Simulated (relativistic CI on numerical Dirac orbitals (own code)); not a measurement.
**In XVII (In¹⁶⁺): levels and lines**

The task is the spectrum of In¹⁶⁺: levels, purity of their labels, lifetimes and lines; runs with one setting changed show what the result hangs on.

Method: Dirac-Coulomb-Breit CI, KLI orbitals optimised for each configuration, model QED (radiative potential, 1s self-energy scaled to tabulated hydrogen-like ionisation energies). Code: relativistic CI on numerical Dirac orbitals (own code) version 4.

**1. Starting point**

```
ion                       : In¹⁶⁺ (In XVII)
nuclear charge            : 49
electrons                 : 33
isotope                   : A = 115
first configuration typed : [Ar] 3d10 4s2 4p3
```

Outer shells as boxes (Hund's rule):

first configuration typed
```
[Ar] core
3d [↑↓][↑↓][↑↓][↑↓][↑↓]
4s [↑↓]
4p [↑ ][↑ ][↑ ]
```

**2. The main run**

Input settings:

```ini
atom In  Z=49  charge=16  electrons=33
nucleus A=115  rms_radius_fm=4.6156
hamiltonian dirac-coulomb  breit=on  qed=on  c_scale=1
orbitals kli  potential=per-configuration
slater_scale 1
correlation none
mixing on
configurations
  [Ar] 3d10 4s2 4p3
  [Ar] 3d10 4s 4p4
  [Ar] 3d10 4p5
  [Ar] 3d10 4s2 4p2 4d
  [Ar] 3d10 4s 4p3 4d
  [Ar] 3d10 4s2 4p2 4f
  [Ar] 3d10 4s 4p3 4f
  [Ar] 3d10 4p4 4d
  [Ar] 3d10 4s 4p2 4d2
  [Ar] 3d10 4s2 4p 4d 4f
  [Ar] 3d10 4s2 4p2 5s
  [Ar] 3d10 4s2 4p 4d2
  [Ar] 3d10 4s2 4d3
  [Ar] 3d10 4s 4p 4d3
  [Ar] 3d10 4s2 4d2 4f
  [Ar] 3d10 4s 4p 4d2 4f
  [Ar] 3d10 4s2 4d2 5s
  [Ar] 3d10 4p3 4d2
  [Ar] 3d10 4p2 4d3
  [Ar] 3d10 4p2 4d2 4f
  [Ar] 3d10 4p2 4d2 5s
end
```

Command:

```
$ python run_levels.py task.json out
```

One command runs all members of the session, one after another, from task.json.

**3. Without configuration mixing**

Settings: those of step 2 with these lines changed.

```diff
@@ -6,3 +6,3 @@
 correlation none
-mixing on
+mixing off
 configurations
```

**4. The first configuration alone**

Input settings:

```ini
atom In  Z=49  charge=16  electrons=33
nucleus A=115  rms_radius_fm=4.6156
hamiltonian dirac-coulomb  breit=on  qed=on  c_scale=1
orbitals kli  potential=per-configuration
slater_scale 1
correlation none
mixing on
configurations
  [Ar] 3d10 4s2 4p3
end
```

(Steps that only read results are left out.)

What does the calculation give? Wanted: lowest level; first excitation; lowest level of the other parity; fastest E1 line; ionisation energy.

The runs gave:

| run | time | mean size of shift, levels followed (cm⁻¹) | lowest level | ionisation energy (eV) |
| --- | --- | --- | --- | --- |
| main run | 3 s | 0 | 4p3 [4p3/2] J=3/2° | 425.22 |
| without configuration mixing | 2.9 s | 15970 | 4p3 [4p3/2] J=3/2° | - |
| the first configuration alone | 0.053 s | 3493 | 4p3 [4p3/2] J=3/2° | - |

The tabulated theoretical ionisation energy (NIST) is 425 eV.

| quantity | value |
| --- | --- |
| lowest level | 4p3 [4p3/2] J=3/2° |
| first excitation | 4p3 [4p1/2 4p3/2^2] J=3/2°, 57464 cm⁻¹ |
| lowest level of the other parity | 4s 4p4 4P5/2, 370251 cm⁻¹ |
| levels in the model | 3635 |
| fastest E1 line (by rate) to the lowest level among the lowest 200 of 3635 levels | 14.72 nm, from 4p2 4d 4P5/2 |
| ionisation energy | 425.22 eV |
| ionisation energy, tabulated theoretical (NIST) | 425 eV |

The lowest level is 4p3 [4p3/2] J=3/2°, 56 % pure in LS and 85 % in jj coupling; over the low levels the means are 69 and 74 %, so they are in intermediate coupling. The ionisation energy agrees with the tabulated theoretical value within its uncertainty of 3 eV. Of the changes tried, the run «without configuration mixing» moves the low levels most, by 15970 cm⁻¹ on average. Lifetimes count radiative decay inside the model alone.
